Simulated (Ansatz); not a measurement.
I need a geometry optimisation of BClF3HSi, SMILES F[Si](F)(F)BCl. Use the Ansatz DFT code, driven from Python. Use: B3LYP, cc-pVDZ basis, multiplicity 1.

The script reads `bclf3hsi.xyz`:
```text
7

F     0.71700   -1.03630    1.69560
Si    0.07270   -0.80630    0.11540
F    -1.50300   -1.46580    0.00200
F     1.17250   -1.58020   -0.97310
B     0.00030    1.07710   -0.33990
Cl   -1.04250    2.23690    0.68640
H     0.64420    1.50660   -1.23210
```

Script `bclf3hsi.py`:
```python
"""Minimum-energy structure of BClF3HSi."""

import itertools

import ansatz as az
from ase.data import atomic_numbers, covalent_radii
import numpy as np

BASIS_SET = "cc-pVDZ"
XC = "B3LYP"


def main() -> None:
    molecule = az.Crystal.molecule_from_extxyz("bclf3hsi.xyz")

    setup = (
        molecule.calculation()
        .basis(gaussian=BASIS_SET)
        .functional(XC)
    )
    symbols = [site.symbol for site in molecule.cartesian_sites]
    start = np.array([site.position_ang for site in molecule.cartesian_sites], dtype=float)
    data = setup.relax(force_tolerance=0.02).run().report
    end = np.array(data["positions_ang"])

    print(f"E = {data['free_energy_ev']:.6f} eV = {data['free_energy_ev'] / 27.211386246:.7f} Ha")
    print("converged:", data["converged"], " doubts:", data["published_state_doubts"] or "none")

    # pairs closer than 1.2 times the sum of covalent radii, before or after
    radius = [covalent_radii[atomic_numbers[s]] for s in symbols]
    span = lambda where, i, j: np.linalg.norm(where[i] - where[j])
    bonded = [(i, j) for i, j in itertools.combinations(range(len(symbols)), 2) if min(span(start, i, j), span(end, i, j)) < 1.2 * (radius[i] + radius[j])]
    print("pair        before    after (A)")
    for i, j in bonded:
        print(f"{symbols[i]}{i}-{symbols[j]}{j}".ljust(10), f"{span(start, i, j):8.4f} {span(end, i, j):8.4f}")
    for first, second in list(itertools.combinations(bonded, 2)):
        shared = set(first) & set(second)
        if shared and symbols[(j := shared.pop())] != "H":
            i, k = sorted((set(first) | set(second)) - {j})
            u, v = end[i] - end[j], end[k] - end[j]
            angle = np.degrees(np.arccos(np.clip(u @ v / np.linalg.norm(u) / np.linalg.norm(v), -1, 1)))
            print(f"final angle {symbols[i]}{i}-{symbols[j]}{j}-{symbols[k]}{k}: {angle:.2f} deg")

    charges = data["charge_distribution"]
    dipole = np.array(charges["dipole_moment_e_ang"]) * 4.803205
    print("dipole (D): {:.3f} {:.3f} {:.3f}, length {:.3f}".format(*dipole, np.linalg.norm(dipole)))
    print("atom  Mulliken   Lowdin")
    for symbol, m, l in zip(symbols, charges["mulliken_charges_e"], charges["lowdin_charges_e"]):
        print(f"{symbol:4s} {m:9.3f} {l:8.3f}")
    with open("bclf3hsi_opt.xyz", "w") as handle:
        handle.write(f"{len(symbols)}\nrelaxed BClF3HSi\n")
        handle.writelines(f"{s:2s} {x:11.6f} {y:11.6f} {z:11.6f}\n" for s, (x, y, z) in zip(symbols, end))


if __name__ == "__main__":
    main()
```

```console
$ python bclf3hsi.py
E = -29249.877312 eV = -1074.9131649 Ha
converged: True  doubts: none
pair        before    after (A)
F0-Si1       1.7219   1.6321
Si1-F2       1.7119   1.6321
Si1-F3       1.7301   1.6316
Si1-B4       1.9390   2.0151
B4-Cl5       1.8670   1.7491
B4-H6        1.1811   1.1986
final angle F0-Si1-F2: 106.99 deg
final angle F0-Si1-F3: 106.70 deg
final angle F0-Si1-B4: 111.71 deg
final angle F2-Si1-F3: 106.70 deg
final angle F2-Si1-B4: 111.71 deg
final angle F3-Si1-B4: 112.66 deg
final angle Si1-B4-Cl5: 118.77 deg
final angle Si1-B4-H6: 123.46 deg
final angle Cl5-B4-H6: 117.77 deg
dipole (D): 0.051 2.165 -0.677, length 2.269
atom  Mulliken   Lowdin
F       -0.294    0.066
Si       0.986   -0.168
F       -0.294    0.066
F       -0.292    0.066
B       -0.110   -0.508
Cl      -0.012    0.489
H        0.016   -0.011
```

File `bclf3hsi_opt.xyz` afterwards:
```text
7
relaxed BClF3HSi
F     0.648864   -1.065560    1.629626
Si    0.091648   -0.815959    0.116063
F    -1.379001   -1.518104    0.027547
F     1.070741   -1.650263   -0.887627
B     0.009142    1.146541   -0.333814
Cl   -0.994316    2.193092    0.644573
H     0.614123    1.642253   -1.242068
```

Caveats:
- Total energies depend on the basis set; only differences at equal settings carry meaning.
- The end point is the stationary point reached from this start; no frequency run checks that it is a minimum, and the basis set is modest.
- The Löwdin charges here are taken after orthogonalising the functions within each atom; they differ from plain Löwdin charges, and their signs can be unphysical.
- b3lyp holds the VWN-RPA fit, as in Gaussian; the form of ORCA and Turbomole is b3lyp5.
- Timing: 42 s on 1 thread of Arm Neoverse V2, with other jobs on the host, peak memory 0.29 GiB.

(Lines on the test bed's own set-up are left out of the output.)
